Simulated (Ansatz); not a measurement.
# TiCl+ (triplet): the correlation ladder, def2-TZVPP

The task here is to estimate one member of a computed series from the others.

Method: def2-TZVPP, core rule «outside noble gas», up to 14 orbitals frozen; program: Ansatz 0.2.0, Gaussian basis.

To be run: UHF; ROHF; CCSD(T) on UHF.

2 further runs of the same task are left out: 2 set aside as unsound or not needed.

### What is computed

The geometry is a PBE0/def2-TZVP stationary point (not a proven minimum) of the parent state, kept for this charge and spin.

2 atoms, charge 1, spin multiplicity 3.

Atoms are counted from 1 here; the program's logs count them from 0.

Bond lengths: Ti1–Cl2 2.134 Å.

Coordinates:

```xyz
2
charge 1, multiplicity 3
Ti    0.00000    0.00000    0.00000
Cl    0.00000    0.00000    2.13420
```

Set-up of the first run:

File in.yaml:

```yaml
crystal:
  periodic: [false, false, false]
  atoms:
    - {symbol: Ti, position_ang: [0.000000, 0.000000, 0.000000]}
    - {symbol: Cl, position_ang: [0.000000, 0.000000, 2.134200]}
basis:
  gaussian: {orbitals: def2-TZVPP}
total_charge: 1
magnetization: {spin_polarized: true, initial_magnetization: 2}
hamiltonian: {xc: hf}
output: {orbitals: {seedname: orbitals}}
```

Started as:

```bash
> ansatz run in.yaml --threads 1 --pin off --events-out ev --progress --plain --max-ram 4096MiB --backend cpu
```

Among the steps run: UHF; ROHF; CCSD(T) on UHF.

One table of the session follows, with a row left open; its other results are not shown here.

```
  method  from UCCSD(T) (kJ/mol)
    ROHF                  +682.1
     UHF                       ?
    UMP2                   +83.4
   UCCSD                   +30.1
UCCSD(T)                       0
```

Q: Estimate the row for UHF from the others.

**Answer.** from UCCSD(T) (kJ/mol): +669.3. In the column «from UCCSD(T) (kJ/mol)» it lies between UMP2 (+83.4) and ROHF (+682.1).
